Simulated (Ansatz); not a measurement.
# NiMoIrPdW (Cm) in Ansatz: further runs, part 2 of 2

Ansatz 0.2.0. The steps go on from the part before.

### 3 Relaxation of cell and atoms, PBE, collinear spin, ferromagnetic start, target pressure 5 GPa, at which the enthalpy is minimised

Input file input.yaml:

```yaml
crystal:
  lattice:
    - [2.3446, -1.43138, 0.00906]
    - [2.3446, 1.43138, 0.00906]
    - [-2.206, 0.0, 10.92374]
  atoms:
    - { symbol: Ni, position: [0.49838, 0.49838, 0.29525], spin: 1.0 }
    - { symbol: Mo, position: [0.31773, 0.31773, 0.91207], spin: 1.0 }
    - { symbol: Pd, position: [0.24733, 0.24733, 0.49061] }
    - { symbol: Ir, position: [0.74982, 0.74982, 0.10802], spin: 0.6 }
    - { symbol: W, position: [0.68673, 0.68673, 0.69406] }
hamiltonian:
  xc: pbe
  pseudopotentials: { kind: paw }
magnetization:
  spin_polarized: true
kpoints:
  mp_grid: { grid: [8, 8, 2] }
scf:
  occupations: { method: fermi_dirac, width: 0.05 }
output:
  forces: true
  stress: true
  eigenvalues: true
relax:
  f_tol: 0.01
  max_steps: 40
  cell: { stress_tol: 0.05, p_target: 5.0 }
```

Potentials or basis: Ansatz PAW.

Launch:

```
$ ansatz run input.yaml --threads 8 --pin off --max-ram 20480MiB --backend cpu --events-out ev --progress --plain --runs-dir out
```

Output:

```text
Warning: RAYON_NUM_THREADS=8 ignored (pool sized by the plan → 8); use --threads N
Engine: ansatz 0.2.0, aarch64-unknown-linux-gnu
Pseudopotentials: kind: paw
Pseudopotential: Ni, paw, valence charge 18, recommended cutoff 420 eV (normal), Ni.paw.azcp
Pseudopotential: Mo, paw, valence charge 14, recommended cutoff 420 eV (normal), Mo.paw.azcp
Pseudopotential: Pd, paw, valence charge 18, recommended cutoff 420 eV (normal), Pd.paw.azcp
Pseudopotential: Ir, paw, valence charge 17, recommended cutoff 420 eV (normal), Ir.paw.azcp
Pseudopotential: W, paw, valence charge 14, recommended cutoff 420 eV (normal), W.paw.azcp
Functional definition: PBE
  parameter kappa = 0.804
  parameter beta = 0.06672455060314922
[... 223 lines left out ...]
  k-point 1 ↑: bands = ["-81.3053", "-71.1516", "-63.3747", "-52.5318", "-41.8031", "-41.6438", "-41.6245", "-39.6158", "-29.2540", "-28.8644", "-28.8481", "-27.9919", "-27.8230", "-27.7624", "-16.9587", "-16.1894", "-16.0961", "-13.7395", "-13.0410", "-12.9600", "12.3473", "13.1406", "14.9691", "15.5071", "16.0923", "17.6571", "17.9120", "18.4049", "18.4446", "18.5461", "18.8930", "19.1689", "19.3135", "19.3820", "19.3961", "19.7763", "19.8543", "19.9940", "20.4658", "20.5343", "20.9024", "20.9415", "21.4583", "21.6930", "22.0258", "22.1628", "22.8761", "23.8787", "24.6646", "25.2324", "30.0310"]
  k-point 2 ↑: bands = ["-81.3046", "-71.1468", "-63.3699", "-52.5169", "-41.8023", "-41.6481", "-41.6292", "-39.5883", "-29.2483", "-28.9041", "-28.8619", "-27.9827", "-27.8849", "-27.7901", "-16.9317", "-16.3499", "-16.1543", "-13.7146", "-13.2077", "-13.0175", "12.8038", "13.9501", "15.2718", "15.9435", "16.1994", "17.4728", "17.7910", "18.2744", "18.4498", "18.6389", "18.7013", "18.7926", "19.1245", "19.3876", "19.5132", "19.6202", "19.9289", "20.1565", "20.3297", "20.5488", "20.6712", "20.9611", "21.2846", "21.8863", "22.0829", "22.1838", "23.6625", "24.1809", "24.5747", "25.8858", "31.1725"]
  k-point 41 ↓: bands = ["-81.2992", "-71.1110", "-63.3343", "-52.4080", "-41.7965", "-41.7004", "-41.6410", "-39.3885", "-29.2076", "-29.1802", "-28.9574", "-28.3146", "-27.9765", "-27.9137", "-17.3684", "-16.7489", "-16.5314", "-14.2818", "-13.5328", "-13.3934", "14.6904", "15.3319", "15.7225", "15.9057", "16.0333", "16.3972", "17.5104", "17.7984", "18.2226", "18.7405", "18.7503", "19.0524", "19.8307", "20.4174", "20.4695", "20.9776", "21.2427", "21.2747", "21.6740", "22.0472", "22.3114", "22.5909", "23.3483", "24.0985", "24.3096", "25.2386", "25.7892", "26.8195", "27.2496", "27.7408", "28.3307"]
--- Relaxed structure (6 steps of the walk, 5 accepted, 1 SCFs on fresh bases) ---
  F+E_penalty+E_count = -40088.55524095 eV   max|allowed force component| = 1.965e-3 eV/Å   (the final SCF, on the basis selected at the relaxed cell)
  cell:  # Å, volume = 71.8449 Å³
    - [2.3362547746651354, -1.4125704246707393, 0.015322261507749593]
    - [2.3362547746651354, 1.4125704246707393, 0.015322261507749589]
    - [-2.1687675758976166, -8.981321264411796e-18, 10.870952148005086]
  atoms:
    - { symbol: Ni, position: [0.4981876955093174, 0.4981876955093174, 0.2956845089309881] }
    - { symbol: Mo, position: [0.32278213446331777, 0.32278213446331777, 0.9121034454357921] }
    - { symbol: Pd, position: [0.24545073812202445, 0.24545073812202445, 0.49003326633890454] }
    - { symbol: Ir, position: [0.7521285097787257, 0.7521285097787257, 0.10900178354908407] }
    - { symbol: W, position: [0.6814409221266148, 0.6814409221266148, 0.6931869957452309] }
```

Run time: 57 s. Hardware: 8 threads of Arm Neoverse V1, shared host; peak memory 0.72 GiB.

What came out:

| Item | Value |
| --- | --- |
| Free energy | -40088.5552 eV |
| Relaxed volume | 14.37 Å³/atom |
| Relaxed cell | a = 2.730 Å, b = 2.730 Å, c = 11.085 Å, α = 99.32°, β = 99.32°, γ = 62.32° |
| Space group after relaxing (to 0.05 Å) | Cm (No. 8) |
| Energy change on relaxing (the enthalpy is what falls) | +3.7 meV/atom |
| Ionic steps | 6 |
| Pressure after relaxing | 5.0 GPa |
| Band gap on the k mesh | none (metal or under the smearing width) |
| Net moment | 0.00 μB per cell |
| Absolute moment | 0.00 μB per cell |

Forces on the atoms (eV/Å):
```
Ni  -0.001  0.000 -0.001
Mo   0.001  0.000  0.002
Pd   0.002  0.000  0.000
Ir  -0.001  0.000  0.001
W    0.000  0.000 -0.002
```

Step by step:
| step | energy change (eV) | largest force (eV/Å) | volume (Å³) |
| --- | --- | --- | --- |
| 1 | 0.0000 | 0.0901 | 73.38 |
| 2 | 0.0149 | 0.0429 | 71.97 |
| 3 | 0.0182 | 0.0653 | 71.85 |
| 4 | 0.0185 | 0.0083 | 71.83 |
| 5 | 0.0179 | 0.0020 | 71.84 |
| 6 | 0.0186 | 0.0020 | 71.84 |

Final structure:
```yaml
crystal:
  lattice:
    - [2.33625, -1.41257, 0.01532]
    - [2.33625, 1.41257, 0.01532]
    - [-2.16877, 0.00000, 10.87095]
  atoms:
    - { symbol: Ni, position: [0.49819, 0.49819, 0.29568] }
    - { symbol: Mo, position: [0.32278, 0.32278, 0.91210] }
    - { symbol: Pd, position: [0.24545, 0.24545, 0.49003] }
    - { symbol: Ir, position: [0.75213, 0.75213, 0.10900] }
    - { symbol: W, position: [0.68144, 0.68144, 0.69319] }
```

Levels at points of the mesh, in eV from the Fermi level:
Spin up:
| k point | band 36 | band 37 | band 38 | band 39 | band 40 | band 41 | band 42 | band 43 | band 44 | band 45 |
| --- | --- | --- | --- | --- | --- | --- | --- | --- | --- | --- |
| (0.00, 0.00, 0.00) | -1.69 | -1.26 | -0.89 | -0.86 | -0.78 | -0.74 | -0.57 | -0.25 | 0.04 | 0.38 |
| (0.00, 0.00, -0.50) | -1.66 | -1.58 | -1.44 | -0.97 | -0.90 | -0.53 | -0.49 | 0.02 | 0.26 | 0.59 |
| (0.00, -0.50, 0.00) | -0.66 | -0.52 | -0.41 | -0.21 | 0.90 | 1.34 | 1.40 | 1.63 | 1.96 | 2.47 |
| (0.00, -0.50, -0.50) | -0.60 | -0.48 | -0.21 | -0.19 | 0.77 | 0.91 | 1.09 | 1.68 | 2.55 | 2.78 |
| (-0.50, -0.50, 0.00) | -0.47 | -0.38 | -0.16 | -0.10 | 0.30 | 1.14 | 1.17 | 1.79 | 2.89 | 3.01 |
| (-0.50, -0.50, -0.50) | -0.46 | -0.19 | -0.16 | 0.24 | 0.61 | 0.88 | 1.16 | 1.91 | 2.66 | 2.87 |
Spin down:
```csv
k point,band 36,band 37,band 38,band 39,band 40,band 41,band 42,band 43,band 44,band 45
"(0.00, 0.00, 0.00)",-1.69,-1.26,-0.89,-0.86,-0.78,-0.74,-0.57,-0.25,0.04,0.38
"(0.00, 0.00, -0.50)",-1.66,-1.58,-1.44,-0.97,-0.90,-0.53,-0.49,0.02,0.26,0.59
"(0.00, -0.50, 0.00)",-0.66,-0.52,-0.41,-0.21,0.90,1.34,1.40,1.63,1.96,2.47
"(0.00, -0.50, -0.50)",-0.60,-0.48,-0.21,-0.19,0.77,0.91,1.09,1.68,2.55,2.78
"(-0.50, -0.50, 0.00)",-0.47,-0.38,-0.16,-0.10,0.30,1.14,1.17,1.79,2.89,3.01
"(-0.50, -0.50, -0.50)",-0.46,-0.19,-0.16,0.24,0.61,0.88,1.16,1.91,2.66,2.87
```

Caveat: the plane-wave basis is chosen anew once the cell has moved, so the energies of steps on either side of that aren't comparable; the starting moments weren't kept.
